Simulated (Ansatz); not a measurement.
# C₂H₆OSeSi: a ladder of functionals and wavefunction methods

The task here is to estimate one member of a computed series from the others.

The runs use Ansatz 0.2.0, Gaussian basis; functionals in def2-TZVPP, the program's frozen cores in correlated methods.

The runs, in order: PBE-D4, r2SCAN-D4, PBE0-D4, B3LYP-D4, ωB97X-V, ωB97M-V, B2PLYP; CCSD(T)/def2-TZVPP; MP2/def2-QZVPP; extrapolation to the limit.

## The geometry

The geometry comes from an earlier relaxation with PBE0-D4 in a triple-zeta def2 set; it is a stationary point, not always the lowest conformer.

11 atoms, charge 0, spin multiplicity 1.

Atoms are counted from 1 here; the program's logs count them from 0.

Bond lengths: O1–Si2 1.644 Å, O1–H6 0.958 Å, Si2–C3 1.874 Å, Si2–C5 1.874 Å, Si2–H7 1.479 Å, C3–Se4 1.981 Å, C3–H8 1.090 Å, C3–H9 1.089 Å, Se4–C5 1.981 Å, C5–H10 1.090 Å, C5–H11 1.089 Å. Angles: Si2–O1–H6 118.5°, O1–Si2–C3 119.3°, O1–Si2–C5 119.3°, O1–Si2–H7 105.3°, C3–Si2–C5 91.4°, C3–Si2–H7 110.5°, C5–Si2–H7 110.5°, Si2–C3–Se4 87.2°, Si2–C3–H8 117.7°, Si2–C3–H9 117.4°, Se4–C3–H8 110.0°, Se4–C3–H9 112.2°, H8–C3–H9 110.1°, C3–Se4–C5 85.3°, Si2–C5–Se4 87.2°, Si2–C5–H10 117.7°, Si2–C5–H11 117.4°, Se4–C5–H10 110.0° and more.

Set-up of the first run:

in.yaml reads:

```yaml
crystal:
  periodic: [false, false, false]
  atoms:
    - {symbol: O, position_ang: [-0.342646, 1.962436, 0.765210]}
    - {symbol: Si, position_ang: [0.371153, 0.532147, 0.380267]}
    - {symbol: C, position_ang: [-0.443473, -1.071118, 0.906593]}
    - {symbol: Se, position_ang: [0.311291, -1.881213, -0.735898]}
    - {symbol: C, position_ang: [0.411407, -0.021131, -1.409525]}
    - {symbol: H, position_ang: [-1.250374, 2.107527, 0.495944]}
    - {symbol: H, position_ang: [1.742801, 0.620951, 0.926800]}
    - {symbol: H, position_ang: [-1.532024, -1.119978, 0.879133]}
    - {symbol: H, position_ang: [-0.069679, -1.549188, 1.810521]}
    - {symbol: H, position_ang: [-0.459011, 0.197923, -2.027968]}
    - {symbol: H, position_ang: [1.325856, 0.164842, -1.970379]}
basis:
  gaussian: {orbitals: def2-TZVPP}
hamiltonian: {xc: pbe, dispersion: d4}
output: {forces: true, orbitals: {seedname: orbitals}}
```

Started as:

```console
> ansatz run in.yaml --threads 4 --pin off --events-out ev --progress --plain --max-ram 10444MiB
```

Steps of the session up to this table: PBE-D4 (GGA); r2SCAN-D4 (meta-GGA); PBE0-D4 (hybrid); B3LYP-D4 (hybrid); ωB97X-V (range-separated); ωB97M-V (range-separated); B2PLYP (double hybrid); CCSD(T) in def2-TZVPP; MP2 in def2-QZVPP.

One of the session's tables, all rows but one given; the rest of the session is left out.

```
            method  atomisation energy (kcal/mol)
            PBE-D4                          993.4
         r2SCAN-D4                          979.1
           PBE0-D4                          977.1
          B3LYP-D4                          971.3
           ωB97X-V                          978.9
           ωB97M-V                          977.3
            B2PLYP                          962.8
     HF/def2-TZVPP                              ?
    MP2/def2-TZVPP                          970.4
   CCSD/def2-TZVPP                          935.7
CCSD(T)/def2-TZVPP                          952.0
           MP2/CBS                          997.8
       CCSD(T)/CBS                          979.4
```

**Question.** Estimate the row for HF/def2-TZVPP.

**Answer.** atomisation energy (kcal/mol): 699.6. In the column «atomisation energy (kcal/mol)» it is the lowest.

Among the levels timed on like hardware and quicker than the yardstick, those that no quicker one beats, quickest first: PBE-D4 (2.8 s, +14.0 kcal/mol); PBE0-D4 (3.7 s, -2.3 kcal/mol); r2SCAN-D4 (6 s, -0.3 kcal/mol).

B2PLYP carry no dispersion term (for B3LYP, D4 adds 11.0 kcal/mol).

Caveats from the session: All levels share the lack of spin-orbit coupling, which lowers the free heavy atoms and so the true binding.
